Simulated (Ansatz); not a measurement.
Predict the output of the script below (Ansatz's Python interface).

The script, `eps_cdte.py`:
```python
"""High-frequency dielectric tensor and Born charges of CdTe."""

import warnings

import ansatz
import numpy as np
from pymatgen.core import Lattice, Structure
from pymatgen.io.ase import AseAtomsAdaptor

warnings.simplefilter("ignore", ansatz.DeckWarning)

pmg_structure = Structure(
    Lattice([(0.0, 3.205, 3.205), (3.205, 0.0, 3.205), (3.205, 3.205, 0.0)]),
    ["Cd", "Te"],
    [
        (0.0, 0.0, 0.0),
        (0.25, 0.25, 0.25),
    ],
)
cdte = ansatz.Crystal.from_ase(AseAtomsAdaptor.get_atoms(pmg_structure))

# an insulator: whole occupations
job = cdte.calculation()
job = job.functional("pbe").pseudopotentials("paw")
job = job.basis(17 * ansatz.Ha)
job = job.kpoints(mesh=(6, 6, 6), center="gamma")
job = job.occupations("fixed")
job = job.dielectric()
done = job.run(threads=1, backend="cpu")
response = done.dielectric
eps = np.asarray(response.eps_inf)

print(f"mean eps_inf {np.trace(eps) / 3:.3f}, fraction of exact exchange 1/eps = {3 / np.trace(eps):.3f}")
print(np.array2string(eps, precision=3, suppress_small=True))
for index, (site, z) in enumerate(zip(done.lattice.sites, response.zstar_e)):
    print("Born charge tensor of", site.symbol, index)
    print(np.round(z, 3) + 0.0)
print(f"charge neutrality missed by {response.zstar_sum_residual_pre_e:.4f} e before the sum rule")
```

```console
$ python eps_cdte.py
mean eps_inf 8.536, fraction of exact exchange 1/eps = 0.117
[[8.536 0.    0.   ]
 [0.    8.536 0.   ]
 [0.    0.    8.536]]
Born charge tensor of Cd 0
[[2.12 0.   0.  ]
 [0.   2.12 0.  ]
 [0.   0.   2.12]]
Born charge tensor of Te 1
[[-2.12  0.    0.  ]
 [ 0.   -2.12  0.  ]
 [ 0.    0.   -2.12]]
charge neutrality missed by 0.0004 e before the sum rule
```

Caveats:
- The Fermi level of a run with fixed occupations marks the highest occupied state on its mesh, not mid-gap.
- Of the deposited cell: the entry's cell lengths or inner coordinates differ somewhat from later room-temperature determinations.
- Pressure is positive in compression.
- The starting cell is as deposited in a crystallographic database; the results hold for this polymorph, which needn't be the stable one.
- This is the electronic (clamped-ion) response; a semilocal gap that is too small tends to raise it. The typed mesh is that of the SCF; the response is solved on denser meshes that the run picks.
- Timing: 61 s on 1 thread of Arm Neoverse V1, on a shared host, peak memory 0.73 GiB.
